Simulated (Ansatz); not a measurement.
**ClHOS₂W: a ladder of functionals and wavefunction methods**

The task here is to estimate one member of a computed series from the others.

The runs use Ansatz 0.2.0, Gaussian basis; functionals in def2-TZVPP, the program's frozen cores in correlated methods.

The runs, in order: LDA (SPW92), PBE-D4, revPBE-D4, BLYP-D4, r2SCAN-D4, B97M-V, PBE0-D4, B3LYP-D4, r2SCANh-D4, r2SCAN0-D4, HSE06-D4, BHLYP-D4, CAM-B3LYP-D4, LC-ωPBE, ωB97X-V, ωB97M-V, B2PLYP, PBE-QIDH; CCSD(T)/def2-SVP; CCSD(T)/def2-TZVPP; MP2/def2-QZVPP; extrapolation to the limit; RPA on PBE.

**The geometry**

All runs share one geometry, relaxed beforehand with PBE0-D4 in a triple-zeta def2 set. W takes the def2 core potential; no spin-orbit term is included.

SMILES `[OH][W](=[S])(=[S])[Cl]`, 6 atoms, charge 0, spin multiplicity 1.

Atoms are counted from 1 here; the program's logs count them from 0.

Bond lengths: O1–W2 1.863 Å, O1–H6 0.962 Å, W2–S3 2.118 Å, W2–S4 2.116 Å, W2–Cl5 2.253 Å. Angles: W2–O1–H6 123.3°, O1–W2–S3 108.4°, O1–W2–S4 109.9°, O1–W2–Cl5 111.1°, S3–W2–S4 109.1°, S3–W2–Cl5 109.3°, S4–W2–Cl5 109.1°.

As a file:

```xyz
6
charge 0, multiplicity 1
O    -0.7176    1.2795    0.3612
W     0.2975   -0.2121   -0.1015
S     2.1972   -0.0383    0.8183
S    -0.6508   -1.9712    0.5950
Cl    0.5597   -0.3520   -2.3346
H    -1.6439    1.2303    0.6154
```

Set-up of the first run:

File in.yaml:

```yaml
crystal:
  periodic: [false, false, false]
  atoms:
    - {symbol: O, position_ang: [-0.717561, 1.279465, 0.361175]}
    - {symbol: W, position_ang: [0.297451, -0.212129, -0.101513]}
    - {symbol: S, position_ang: [2.197152, -0.038337, 0.818328]}
    - {symbol: S, position_ang: [-0.650750, -1.971250, 0.594987]}
    - {symbol: Cl, position_ang: [0.559714, -0.352007, -2.334555]}
    - {symbol: H, position_ang: [-1.643907, 1.230258, 0.615378]}
basis:
  gaussian: {orbitals: def2-TZVPP}
hamiltonian: {xc: lda}
output: {orbitals: {seedname: orbitals}}
```

Run with:

```sh
$ ansatz run in.yaml --threads 4 --pin off --events-out ev --progress --plain --max-ram 10444MiB
```

Steps of the session up to this table: LDA; PBE-D4 (GGA); revPBE-D4 (GGA); BLYP-D4 (GGA); r2SCAN-D4 (meta-GGA); B97M-V (meta-GGA); B3LYP-D4 (hybrid); r2SCANh-D4 (hybrid); r2SCAN0-D4 (hybrid); HSE06-D4 (hybrid); BHLYP-D4 (hybrid); CAM-B3LYP-D4 (range-separated); LC-ωPBE (range-separated); ωB97X-V (range-separated); ωB97M-V (range-separated); B2PLYP (double hybrid); PBE-QIDH (double hybrid).

One of the session's tables, all rows but one given; the rest of the session is left out.

It belongs to the step «Frontier levels by functional». 

```
  functional  HOMO (eV)  LUMO (eV)  gap (eV)
 LDA (SPW92)      -6.50      -3.78      2.72
      PBE-D4      -6.35      -3.60      2.75
   revPBE-D4      -6.30      -3.54      2.75
     BLYP-D4      -6.16      -3.45      2.71
   r2SCAN-D4          ?          ?         ?
      B97M-V      -6.67      -3.52      3.15
     PBE0-D4      -7.46      -2.96      4.51
    B3LYP-D4      -7.21      -3.10      4.12
  r2SCANh-D4      -7.04      -3.35      3.69
  r2SCAN0-D4      -7.65      -2.96      4.69
    HSE06-D4      -7.08      -3.33      3.75
    BHLYP-D4      -8.39      -2.11      6.28
CAM-B3LYP-D4      -8.63      -1.92      6.71
     LC-ωPBE      -9.93      -0.97      8.96
     ωB97X-V      -9.59      -0.98      8.61
     ωB97M-V      -9.42      -0.97      8.46
```

Estimate the missing values for r2SCAN-D4.

Worked estimate for «HOMO (eV)». Against the share of exact exchange, r2SCANh-D4 (0.1, -7.04), r2SCAN0-D4 (0.25, -7.65) give a slope of -4.07 per unit share; at 0 the line stands at -6.63.

The run gave: HOMO (eV): -6.64; LUMO (eV): -3.61; gap (eV): 3.03. In «HOMO (eV)» the line misses by +0.01.
